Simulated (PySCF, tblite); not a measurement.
# C₅H₁₈Si₃: geometry, infrared bands and NMR shifts

Aim: predict the infrared bands and NMR shifts of C₅H₁₈Si₃ (`C[C@@H]([SiH3])[Si@@H](C)CC[SiH3]`).

The runs use tblite 0.8.0 and PySCF 2.14.0, with density-fitted response routines of our own; the level of theory stands in each step. All values are computed, except where a source is named. Atoms are numbered from 0 throughout.

**1. The starting structure**

26 atoms, charge 0, multiplicity 1; geometry from: force field or distance geometry start.

Bonds of the start (Å): C0–C1 1.53, C1–Si2 1.84, C1–Si3 1.86, Si3–C4 1.86, Si3–C5 1.84, C5–C6 1.52, C6–Si7 1.88, C0–H8 1.11, C0–H9 1.12, C0–H10 1.12, C1–H11 1.11, Si2–H12 1.49, Si2–H13 1.47, Si2–H14 1.47, Si3–H15 1.51, C4–H16 1.12, C4–H17 1.11, C4–H18 1.11, C5–H19 1.10, C5–H20 1.12, C6–H21 1.10, C6–H22 1.10, Si7–H23 1.46, Si7–H24 1.47, Si7–H25 1.46.

**2. Optimising the geometry with GFN2-xTB**

What the job is given:

```
{"job": {"kind": "relax", "xc": "GFN2-xTB", "basis": "xTB"}, "charge": 0, "multiplicity": 1}
C     -2.499500    -0.301800     1.710400
C     -2.043000    -0.239300     0.252900
Si    -2.210800     1.461600    -0.430600
Si    -0.319400    -0.920700     0.061400
C     -0.288200    -1.990600    -1.457700
C      0.972100     0.374600    -0.111200
C      2.365700    -0.158400     0.180100
Si     3.638900     1.217700    -0.011300
H     -1.670200    -0.573900     2.395400
H     -2.988700     0.650300     2.031500
H     -3.276900    -1.100400     1.805200
H     -2.724500    -0.911000    -0.307400
H     -3.646100     1.836500    -0.311500
H     -1.378000     2.454100     0.266600
H     -1.897900     1.428800    -1.866300
H      0.063000    -1.762600     1.254800
H     -1.061800    -2.781300    -1.311400
H     -0.646000    -1.378400    -2.305900
H      0.712300    -2.419700    -1.672100
H      0.996800     0.765400    -1.136700
H      0.832700     1.240100     0.591000
H      2.487200    -0.560900     1.200200
H      2.635100    -0.933900    -0.548800
H      2.996300     2.338400    -0.700100
H      4.730000     0.712000    -0.852300
H      4.199800     1.575900     1.287200
```

On the command line:

```
$ OMP_NUM_THREADS=1 python probes_run.py task.json out
```

One launch serves the whole session: the jobs run in the order shown.

**Question.** This job is followed by: GFN2-xTB harmonic vibrations, gas phase; GIAO PBE0/pcSseg-1 NMR shielding, non-relativistic, gas phase. Predict these results of the whole session: strongest single infrared mode (GFN2-xTB); zero-point energy (GFN2-xTB); 13C shifts against TMS (PBE0/pcSseg-1); 1H shifts against TMS (PBE0/pcSseg-1, means over atoms taken as alike); 29Si shifts against TMS (PBE0/pcSseg-1).

The runs gave:

| quantity | value |
| --- | --- |
| strongest single infrared mode (GFN2-xTB) | 804 cm⁻¹, 519 km/mol |
| zero-point energy (GFN2-xTB) | 127.4 kcal/mol |
| 13C shifts against TMS (PBE0/pcSseg-1) | 15.3, 9.3, 4.4, 3.4, -5.1 ppm |
| 1H shifts against TMS (PBE0/pcSseg-1, means over atoms taken as alike) | 4.35, 3.87, 3.83, 1.28, 0.75, 0.63, 0.59, 0.43, 0.18, 0.13 ppm |
| 29Si shifts against TMS (PBE0/pcSseg-1) | -4.3, -66.4, -68.8 ppm |

**Reading.** The optimisation took 212 steps and gained 0.662 eV; among the close pairs (by a distance rule), Si3–C5 changed most, from 1.837 to 1.906 Å. No mode is imaginary among the 72: a minimum at this level. GFN2-xTB is a fitted tight-binding method: band positions and strengths are rough. Its intensities can rank the bands wrongly. At PBE0/pcSseg-1: Shielding is most anisotropic at Si2 (span 94 ppm, paramagnetic term -464 ppm).
